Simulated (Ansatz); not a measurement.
# C2H3ClSi: how energies converge with the basis set

The task here is to estimate one member of a computed series from the others.

Computed with Ansatz 0.2.0, Gaussian basis. Level: one geometry, several basis sets.

The runs, in order: PBE0-D4/def2-SVP; ωB97M-V/def2-SVP; PBE0-D4/def2-QZVPP; ωB97M-V/def2-QZVPP; the functionals' def2-TZVPP values are taken from earlier runs.

## The geometry

The geometry comes from an earlier relaxation with PBE0-D4 in a triple-zeta def2 set; it is a stationary point, not always the lowest conformer.

SMILES `ClC1=C[SiH2]1`, 7 atoms, charge 0, spin multiplicity 1.

Atoms are counted from 1 here; the program's logs count them from 0.

Bond lengths: Cl1–C2 1.700 Å, C2–C3 1.327 Å, C2–Si4 1.804 Å, C3–Si4 1.819 Å, C3–H5 1.082 Å, Si4–H6 1.482 Å, Si4–H7 1.482 Å. Angles: Cl1–C2–C3 135.8°, Cl1–C2–Si4 155.1°, C3–C2–Si4 69.1°, C2–C3–Si4 67.9°, C2–C3–H5 137.0°, Si4–C3–H5 155.1°, C2–Si4–C3 43.0°, C2–Si4–H6 121.6°, C2–Si4–H7 121.6°, C3–Si4–H6 121.6°, C3–Si4–H7 121.6°, H6–Si4–H7 111.4°.

The first run:

in.yaml reads:

```yaml
crystal:
  periodic: [false, false, false]
  atoms:
    - {symbol: Cl, position_ang: [-1.169245, -2.293315, 0.411478]}
    - {symbol: C, position_ang: [-0.358007, -0.819919, 0.163156]}
    - {symbol: C, position_ang: [0.836773, -0.329965, 0.466728]}
    - {symbol: Si, position_ang: [-0.185872, 0.871566, -0.438874]}
    - {symbol: H, position_ang: [1.727498, -0.673809, 0.975570]}
    - {symbol: H, position_ang: [-0.837764, 2.011292, 0.248794]}
    - {symbol: H, position_ang: [0.047816, 1.166150, -1.872551]}
basis:
  gaussian: {orbitals: def2-SVP}
hamiltonian: {xc: pbe0, dispersion: d4}
output: {orbitals: {seedname: orbitals}}
```

Started as:

```sh
> ansatz run in.yaml --threads 2 --pin off --events-out ev --progress --plain --max-ram 4352MiB
```

Among the steps run: PBE0-D4 in def2-SVP; ωB97M-V in def2-SVP; PBE0-D4 in def2-QZVPP; ωB97M-V in def2-QZVPP.

One of the session's tables, all rows but one given; the rest of the session is left out.

```
functional       basis  HOMO (eV)  LUMO (eV)
   PBE0-D4    def2-SVP      -7.74      -0.20
   PBE0-D4  def2-TZVPP      -7.80      -0.51
   PBE0-D4  def2-QZVPP      -7.82      -0.61
   ωB97M-V    def2-SVP      -9.84       1.90
   ωB97M-V  def2-TZVPP          ?          ?
   ωB97M-V  def2-QZVPP      -9.96       0.97
```

**Question.** Estimate the row for ωB97M-V, def2-TZVPP.

The run gave: HOMO (eV): -9.93; LUMO (eV): 1.28. In the column «HOMO (eV)» it lies between ωB97M-V, def2-QZVPP (-9.96) and ωB97M-V, def2-SVP (-9.84).
